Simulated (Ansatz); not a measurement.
# C4H4O3: basis-set convergence

The task here is to estimate one member of a computed series from the others.

The runs use Ansatz 0.2.0, Gaussian basis; one geometry, several basis sets.

Levels to be run: PBE0-D4/def2-SVP; ωB97M-V/def2-SVP; PBE0-D4/def2-QZVPP; ωB97M-V/def2-QZVPP; the functionals' def2-TZVPP values are taken from earlier runs.

## Structure used throughout

The geometry comes from an earlier relaxation with PBE0-D4 in a triple-zeta def2 set; it is a stationary point, not always the lowest conformer.

11 atoms, charge 0, spin multiplicity 1.

Atoms are counted from 1 here; the program's logs count them from 0.

Bond lengths: C1–C2 1.195 Å, C1–H8 1.063 Å, C2–O3 1.305 Å, O3–C4 1.374 Å, C4–O5 1.188 Å, C4–O6 1.316 Å, O6–C7 1.429 Å, C7–H9 1.087 Å, C7–H10 1.090 Å, C7–H11 1.090 Å. Angles: C2–C1–H8 179.0°, C1–C2–O3 175.7°, C2–O3–C4 117.0°, O3–C4–O5 125.3°, O3–C4–O6 106.1°, O5–C4–O6 128.7°, C4–O6–C7 114.3°, O6–C7–H9 105.5°, O6–C7–H10 110.3°, O6–C7–H11 110.3°, H9–C7–H10 110.6°, H9–C7–H11 110.6°, H10–C7–H11 109.4°.

Set-up of the first run:

in.yaml reads:

```yaml
crystal:
  periodic: [false, false, false]
  atoms:
    - {symbol: C, position_ang: [-1.514779, -2.072111, 2.216956]}
    - {symbol: C, position_ang: [-1.007637, -1.662924, 1.215778]}
    - {symbol: O, position_ang: [-0.469488, -1.305198, 0.082362]}
    - {symbol: C, position_ang: [0.003153, -0.018408, -0.004482]}
    - {symbol: O, position_ang: [-0.040467, 0.788722, 0.866503]}
    - {symbol: O, position_ang: [0.493089, 0.108418, -1.219345]}
    - {symbol: C, position_ang: [1.038840, 1.397960, -1.502124]}
    - {symbol: H, position_ang: [-1.963328, -2.420369, 3.115330]}
    - {symbol: H, position_ang: [1.398947, 1.342298, -2.525961]}
    - {symbol: H, position_ang: [0.269033, 2.163918, -1.406534]}
    - {symbol: H, position_ang: [1.857941, 1.620592, -0.818083]}
basis:
  gaussian: {orbitals: def2-SVP}
hamiltonian: {xc: pbe0, dispersion: d4}
output: {orbitals: {seedname: orbitals}}
```

Steps of the session up to this table: PBE0-D4 in def2-SVP; ωB97M-V in def2-SVP; PBE0-D4 in def2-QZVPP; ωB97M-V in def2-QZVPP.

One of the session's tables, all rows but one given; the rest of the session is left out.

It belongs to the step «Functionals by basis». 

```
functional       basis  HOMO (eV)  LUMO (eV)
   PBE0-D4    def2-SVP      -7.62       0.37
   PBE0-D4  def2-TZVPP      -7.70       0.24
   PBE0-D4  def2-QZVPP          ?          ?
   ωB97M-V    def2-SVP      -9.87       2.75
   ωB97M-V  def2-TZVPP      -9.96       2.55
   ωB97M-V  def2-QZVPP      -9.98       1.77
```

**Question.** Estimate the row for PBE0-D4, def2-QZVPP.

The run gave: HOMO (eV): -7.72; LUMO (eV): 0.19. In the column «HOMO (eV)» it lies between ωB97M-V, def2-SVP (-9.87) and PBE0-D4, def2-TZVPP (-7.70).
